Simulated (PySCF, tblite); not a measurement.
# Ge3H8O2, a small molecule taken as a stand-in for a surface group (Ge site with back bonds [GeH3], [GeH3], O): NMR shifts, core binding energies and electronic excitations

Aim: the NMR shifts, core binding energies and electronic excitations of `[OH][Ge]([OH])([GeH3])[GeH3]`.

Programs: tblite 0.8.0 and PySCF 2.14.0. All values are calculated, for the isolated system unless a continuum is named. Atoms count from 0, parts from 1.

### 1 Starting point

13 atoms, charge 0, multiplicity 1; geometry: distance geometry start.

### 2 Geometry optimisation with GFN2-xTB

The job: settings as JSON, then the geometry in Å.

```
{"job": {"kind": "relax", "xc": "GFN2-xTB", "basis": "xTB"}, "charge": 0, "multiplicity": 1}
Ge     0.175987     1.158538    -0.474432
Ge     1.499035     0.865925     1.508130
Ge    -1.975916     0.152483    -0.143239
O     -0.033637     2.969499    -0.847842
O      1.031160     0.325640    -1.899252
H      1.962488    -0.549124     1.619742
H      2.696029     1.798420     1.464117
H      0.677385     1.230409     2.722821
H     -2.584896     0.665650     1.161657
H     -1.810292    -1.350466    -0.045467
H     -2.878716     0.490891    -1.296252
H      0.526349     3.671467    -0.474488
H      1.267835    -0.606665    -1.944507
```

With the program's defaults for keys left out, this is: GFN2-xTB geometry optimisation, gas phase.

Run with:

```sh
OMP_NUM_THREADS=1 python cluster_run.py task.json out
```

This one command runs all jobs of the session in turn.

**Question.** The jobs that follow are: PBE0-D3(BJ)/def2-SVP geometry optimisation, gas phase; GIAO PBE0/pcSseg-1 NMR shielding, non-relativistic, gas phase; delta-SCF UKS SCAN, pcX-2 on the ionised atom, pcseg-1 elsewhere, spin-free X2C; TDDFT CAM-B3LYP/def2-SVPD, vertical, gas phase, core orbitals frozen in the response. Predict: point group; rotational constants (main isotopes); 1H shifts against TMS (PBE0/pcSseg-1); 73Ge shifts against GeMe4 (PBE0/pcSseg-1); 17O shifts against H2O (PBE0/pcSseg-1); O1s binding energies, SCAN/pcX-2; lowest singlet (CAM-B3LYP/def2-SVPD); brightest single state of those computed; lowest triplet; vertical ionisation energy (ΔSCF).

**Answer**, as computed:

| quantity | value |
| --- | --- |
| point group | C1 |
| rotational constants (main isotopes) | 1.76, 0.68, 0.57 GHz |
| 1H shifts against TMS (PBE0/pcSseg-1) | 3.76, 3.73, 3.73, 3.70, 3.51, 3.51, 0.23, -0.06 ppm |
| 73Ge shifts against GeMe4 (PBE0/pcSseg-1) | 147, -330, -330 ppm |
| 17O shifts against H2O (PBE0/pcSseg-1) | 46.7, 34.7 ppm |
| O1s binding energies, SCAN/pcX-2 | O4 537.82, O3 537.72 eV |
| lowest singlet (CAM-B3LYP/def2-SVPD) | 5.49 eV (226 nm), f = 0.004 |
| brightest single state of those computed | state 3, 6.19 eV, f = 0.558 |
| lowest triplet | 5.04 eV |
| vertical ionisation energy (ΔSCF) | 9.06 eV |

In words: The start of the PBE0/def2-SVP relaxation was shaken at random by about 0.01 Å, so part of the energy gained, and of the first lengths quoted, undoes that. Relaxing lowered the energy by 0.251 eV in 7 steps; the close pair that moved most is Ge2–H10, from 1.482 to 1.538 Å (PBE0/def2-SVP). Hydrogens of an XH3 group are listed apart at this fixed geometry; free rotation makes them one line at their mean. At PBE0/pcSseg-1: Shielding is most anisotropic at Ge0 (span 212 ppm, paramagnetic term -1572 ppm). At SCAN/pcX-2: The O1s levels kept as sound span 0.10 eV, from O3 (oxygen bonded to Ge, H) up to O4 (oxygen bonded to Ge, H). The first singlet state (HOMO→LUMO+1 0.47, HOMO→LUMO 0.35) lies at 5.49 eV and is weak; of the 6 states computed, the strongest absorption comes from state 3 at 6.19 eV. The lowest triplet lies 0.45 eV below the lowest singlet (triplets in Tamm-Dancoff, singlets in full TDDFT). The orbital energy would give 8.39 eV for ionisation, ΔSCF gives 9.06 eV. Spin-orbit coupling is left out, which matters for shieldings and couplings at and beside the heavy atoms. A capped cluster stands for the solid here, so long-range fields and strain are missing, and bands or shifts of the capping hydrogens have no counterpart in it.
